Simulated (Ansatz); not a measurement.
HPbNO4:

```
CELL_PARAMETERS angstrom
3.85404 0.14384 0.09012
-0.25320 5.52698 0.16471
-0.48197 -1.92720 5.72025
ATOMIC_POSITIONS crystal
H 0.10913 0.65718 0.54463
Pb 0.61029 0.52127 0.15100
N 0.91580 0.96263 0.95867
O 0.01384 0.13639 0.88084
O 0.72398 0.01057 0.12858
O 0.00389 0.73732 0.87043
O 0.11927 0.59324 0.37651
```

The cell was built by a generator and needn't be a form met in nature.

Base run:

| Item | Value |
| --- | --- |
| Program | Ansatz 0.2.0 |
| Functional | PBE |
| Potentials or basis | all-electron LAPW, scalar-relativistic |
| Cutoff | 730 eV |
| Density cutoff | 2921 eV |
| Basis error allowed | 0.002 eV/atom |
| k mesh | 5 × 4 × 4 |
| Occupations | fermi-dirac, width 0.05 eV |
| Spin | no spin polarisation |

Its results: band gap on the k mesh 3.15 eV, indirect (least direct gap 3.23 eV); pressure -0.1 GPa; largest force 0.052 eV/Å.

Task: After a change of settings the same cell gave: band gap on the k mesh 3.10 eV, indirect (least direct gap 3.17 eV); pressure -4.5 GPa; largest force 0.977 eV/Å. Which change was it?
A. basis error allowed from 0.002 eV/atom to 0.005 eV/atom; k mesh from 5 × 4 × 4 to 4 × 2 × 2
B. k mesh from 5 × 4 × 4 to 7 × 5 × 5
C. functional from PBE to LDA
D. functional from PBE to revPBE

Result: C.

LDA binds more tightly than PBE, so the same cell stands under less pressure.

Caveats: spin-orbit coupling is left out, which as a rule narrows the gap of such compounds by several tenths of an eV.

Not every run made on this cell is shown here.
